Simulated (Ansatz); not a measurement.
**GeNH2 (quartet): wB97M-V, B2PLYP over a scan of the distance Ge1–N2, cc-pVDZ**

How well do these functionals follow the top wave-function level for GeNH2 (quartet) over a scan of the distance Ge1–N2?

Computed with Ansatz 0.2.0, Gaussian basis. Level: cc-pVDZ, all electrons in the functionals, frozen cores in the correlation of double hybrids and RPA.

Plan: wB97M-V, B2PLYP, at 1.531 Å; 1.760 Å; 1.945 Å; 2.106 Å; 2.431 Å; 2.721 Å; 3.064 Å; 3.637 Å; 4.302 Å; 5.345 Å; 6.500 Å.

26 further runs of the same task are left out: 20 that didn't finish, 6 set aside as unsound or not needed.

## Step 1: The system

The geometry derives from a PBE0/def2-TZVP stationary point (not a proven minimum). One bond is set to the value named and the two fragments are kept rigid. No spin-orbit coupling is included. The filled d shell of Ge may be among the frozen orbitals whatever the setting's name suggests; the logs give the count.

4 atoms, charge 0, spin multiplicity 4.

Atoms are counted from 1 here; the program's logs count them from 0.

Bond lengths: Ge1–N2 1.945 Å, Ge1–H3 1.555 Å, Ge1–H4 1.555 Å. Angles: N2–Ge1–H3 106.3°, N2–Ge1–H4 106.3°, H3–Ge1–H4 108.1°.

No dispersion term is added; wB97M-V holds VV10 nonlocal correlation.

The geometry shown and the zero of energy belong to the point 1.945 Å. The yardstick, UCCSDT(Q), and other wave-function levels (R restricted, U unrestricted, valence and pair active spaces) come from earlier runs.

## Step 2: wB97M-V, 1.531 Å

The input, in.yaml:

```yaml
crystal:
  periodic: [false, false, false]
  atoms:
    - {symbol: Ge, position_ang: [-0.030975, 0.000000, 0.230600]}
    - {symbol: N, position_ang: [0.053271, 0.000001, -1.298080]}
    - {symbol: H, position_ang: [0.746017, -1.258240, 0.709876]}
    - {symbol: H, position_ang: [0.746016, 1.258240, 0.709877]}
basis:
  gaussian: {orbitals: cc-pVDZ}
magnetization: {spin_polarized: true, initial_magnetization: 3}
hamiltonian: {xc: {name: wB97M-V}}
output: {orbitals: {seedname: orbitals}}
```

Launch:

```console
$ ansatz run in.yaml --threads 1 --pin off --events-out ev --progress --plain --max-ram 2393MiB
```

The runs that follow: wB97M-V, 1.760 Å; wB97M-V, 1.945 Å; wB97M-V, 2.106 Å; wB97M-V, 2.431 Å; wB97M-V, 2.721 Å; wB97M-V, 3.064 Å; wB97M-V, 3.637 Å; wB97M-V, 4.302 Å; wB97M-V, 5.345 Å; wB97M-V, 6.500 Å; B2PLYP, 1.531 Å; B2PLYP, 1.760 Å; B2PLYP, 1.945 Å; B2PLYP, 2.106 Å; B2PLYP, 2.431 Å; B2PLYP, 2.721 Å; B2PLYP, 3.064 Å; B2PLYP, 3.637 Å; B2PLYP, 4.302 Å; B2PLYP, 5.345 Å; B2PLYP, 6.500 Å.

**Question.** What will the summary of the whole plan be? Wanted: span of the UCCSDT(Q) curve; largest miss, wB97M-V; largest miss, B2PLYP.

As calculated:

| quantity | value |
| --- | --- |
| span of the UCCSDT(Q) curve | 277.9 kJ/mol |
| largest miss, wB97M-V | +43.7 kJ/mol (6.500 Å) |
| largest miss, B2PLYP | +36.3 kJ/mol (5.345 Å) |

**Reading.** Of the functionals, B2PLYP keep the smallest largest miss at the points compared (at most 36.3 kJ/mol) and wB97M-V strays most (43.7 kJ/mol, at 6.500 Å). Functionals and the yardstick converge differently with the basis, so part of each miss in cc-pVDZ is the basis.
